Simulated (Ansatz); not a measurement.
# HfTe5Mo: the cost of one run

Program: Ansatz 0.2.0. Level of theory: DFT PBE, scalar-relativistic, plane waves, PAW, unless a step names another level. These are calculated values, not measurements.

7 further runs of the same task are left out: 6 that didn't finish, 1 set aside as unsound or not needed.

## 1. Starting point

Symmetry: P2_1/m, No. 11, monoclinic system. Conventional cell: a = 6.079 Å, b = 3.721 Å, c = 18.665 Å, α = 90.00°, β = 94.45°, γ = 90.00°. Hf (site symmetry m) has 8 Te at 2.93 to 3.25 Å as nearest neighbours. Te (site symmetry m) is surrounded by 3 Mo at 2.71 to 2.74 Å. Te (site symmetry m) has 3 Mo at 2.79 to 2.85 Å as nearest neighbours. Te (site symmetry m) has 2 Te at 2.93 to 3.15 Å and 2 Hf at 2.95 Å as nearest neighbours. Around Te (site symmetry m) lie 2 Te at 2.93 to 3.15 Å and 2 Hf at 2.94 Å. Te (site symmetry m) is surrounded by 4 Hf at 2.93 to 3.25 Å. Mo (site symmetry m) is surrounded by 6 Te at 2.71 to 2.85 Å and 2 Mo at 2.86 Å.

Coordinates:

```
Hf Te Mo
1.0
     6.07931    0.00000   -0.01013
     0.00000    3.72065    0.00000
    -1.41811    0.00000   18.61115
Hf Te Mo
2 10 2
Cartesian
  0.8155 0.9302 11.0090
  3.8457 2.7905 7.5920
  4.1284 0.9302 16.5427
  3.5360 0.9302 1.4457
  0.5328 2.7905 2.0583
  1.1252 2.7905 17.1553
  2.2795 2.7905 12.7622
  -0.6501 2.7905 12.7535
  0.8097 2.7905 8.7456
  2.3817 0.9302 5.8388
  5.3113 0.9302 5.8475
  3.8515 0.9302 9.8554
  1.0779 0.9302 0.1246
  3.5834 2.7905 18.4764
```

It came out lowest among 24 distinct ends of the trial cells. At a tolerance of 0.05 Å it has space group P2_1/m (No. 11).

## 2. Electronic structure at the relaxed geometry

File input.yaml:

```yaml
crystal:
  lattice:
    - [6.0793118227, 0.0, -0.0101258725]
    - [0.0, 3.7206491744, 0.0]
    - [-1.4181075972, 0.0, 18.6111494026]
  atoms:
    - { symbol: Hf, position: [0.2721569173, 0.25, 0.5916768007] }
    - { symbol: Hf, position: [0.7278430827, 0.75, 0.4083231993] }
    - { symbol: Te, position: [0.8865442656, 0.25, 0.8893423572] }
    - { symbol: Te, position: [0.5998451897, 0.25, 0.0780060017] }
    - { symbol: Te, position: [0.1134557344, 0.75, 0.1106576428] }
    - { symbol: Te, position: [0.4001548103, 0.75, 0.9219939983] }
    - { symbol: Te, position: [0.5349869907, 0.75, 0.6860197282] }
    - { symbol: Te, position: [0.0529280053, 0.75, 0.6852919965] }
    - { symbol: Te, position: [0.2428314832, 0.75, 0.4700462099] }
    - { symbol: Te, position: [0.4650130093, 0.25, 0.3139802718] }
    - { symbol: Te, position: [0.9470719947, 0.25, 0.3147080035] }
    - { symbol: Te, position: [0.7571685168, 0.25, 0.5299537901] }
    - { symbol: Mo, position: [0.1788835241, 0.25, 0.0067941294] }
    - { symbol: Mo, position: [0.8211164759, 0.75, 0.9932058706] }
basis:
  ecutwfc: 420
kpoints:
  mp_grid: { grid: [6, 8, 2] }
  band_path:
    path:
      - [0.0, 0.0, 0.0]
      - [0.0, 0.5, 0.0]
      - [0.0, 0.5, 0.5]
      - [0.0, 0.0, 0.5]
      - [0.0, 0.0, 0.0]
      - [-0.5, 0.0, 0.5]
      - [-0.5, 0.5, 0.5]
      - [0.0, 0.5, 0.0]
      - [-0.5, 0.5, 0.0]
      - [-0.5, 0.0, 0.0]
      - [0.0, 0.0, 0.0]
    npoints: 10
hamiltonian:
  xc: pbe
scf:
  occupations: { method: gaussian, width: 0.1 }
  n_extra_bands: 35
output:
  forces: true
  stress: true
  eigenvalues: true
  populations: true
  dos: { projected: true, de: 0.02, nscf_kmesh: { grid: [8, 10, 3] } }
  bader: false
  write_density: true
  write_potential: true
  elf: true
  volumetric_format: npy
```

Launch:

```bash
ansatz run input.yaml --threads 1 --pin off --max-ram 2560MiB --backend cpu --events-out ev --progress --plain --runs-dir out
```

What time and memory should one allow on 1 thread of Intel Xeon Platinum 8259CL at 2.50GHz (Skylake/Cascade Lake), shared host?

About 11 min, with a peak of 2.2 GiB.
